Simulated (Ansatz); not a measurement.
**CH4GeN+ (SMILES [CH+]=[N][GeH3]): functionals against CCSD(T) at one geometry**

The task here is to estimate one member of a computed series from the others.

The runs use Ansatz 0.2.0, Gaussian basis; single points in def2-TZVPP.

Cores are frozen in the correlated methods. Filled d shells of the heavier atoms are correlated.

### Where the work starts

SMILES `[CH+]=[N][GeH3]`, 7 atoms, charge 1, spin multiplicity 1.

Atoms are counted from 1 here; the program's logs count them from 0.

Bond lengths: C1–N2 1.159 Å, C1–H4 1.099 Å, N2–Ge3 1.945 Å, Ge3–H5 1.408 Å, Ge3–H6 1.478 Å, Ge3–H7 1.490 Å. Angles: N2–C1–H4 177.5°, C1–N2–Ge3 176.8°, N2–Ge3–H5 97.5°, N2–Ge3–H6 97.9°, N2–Ge3–H7 97.2°, H5–Ge3–H6 114.9°, H5–Ge3–H7 118.6°, H6–Ge3–H7 121.4°.

As a file:

```xyz
7
charge 1, multiplicity 1
C    -0.7076   -1.7126    0.1849
N    -0.3025   -0.6327    0.0710
Ge    0.4765    1.1413   -0.0998
H    -1.1345   -2.7178    0.3057
H     0.0364    1.4097   -1.4098
H    -0.3012    1.8072    0.9668
H     1.8963    0.7412    0.1081
```

The first run:

run/in.yaml reads:

```yaml
crystal:
  periodic: [false, false, false]
  atoms:
    - {symbol: C, position_ang: [-0.707600, -1.712600, 0.184900]}
    - {symbol: N, position_ang: [-0.302500, -0.632700, 0.071000]}
    - {symbol: Ge, position_ang: [0.476500, 1.141300, -0.099800]}
    - {symbol: H, position_ang: [-1.134500, -2.717800, 0.305700]}
    - {symbol: H, position_ang: [0.036400, 1.409700, -1.409800]}
    - {symbol: H, position_ang: [-0.301200, 1.807200, 0.966800]}
    - {symbol: H, position_ang: [1.896300, 0.741200, 0.108100]}
basis:
  gaussian: {orbitals: def2-TZVPP}
total_charge: 1
correlation: {method: ccsd_t}
output: {forces: true}
```

The command line of these runs was not kept.

Among the steps run: CCSD(T)/def2-TZVPP; PBE0-D4/def2-TZVPP; wB97M-V/def2-TZVPP; r2SCAN-D4/def2-TZVPP; PBE-D4/def2-TZVPP; SPW92/def2-TZVPP; BHLYP-D4/def2-TZVPP.

One of the session's tables, all rows but one given; the rest of the session is left out.

```
   method  RMS force component (eV/Å)  angle to CCSD(T) forces (°)
  CCSD(T)                       0.832                    reference
  PBE0-D4                       1.130                         20.9
  wB97M-V                       1.165                         23.7
r2SCAN-D4                       0.989                         15.3
   PBE-D4                           ?                            ?
    SPW92                       0.927                         19.4
 BHLYP-D4                       1.493                         32.6
```

Estimate the missing values for PBE-D4.

The run gave: RMS force component (eV/Å): 0.883; angle to CCSD(T) forces (°): 8.5. In the column «RMS force component (eV/Å)» it lies between CCSD(T) (0.832) and SPW92 (0.927).
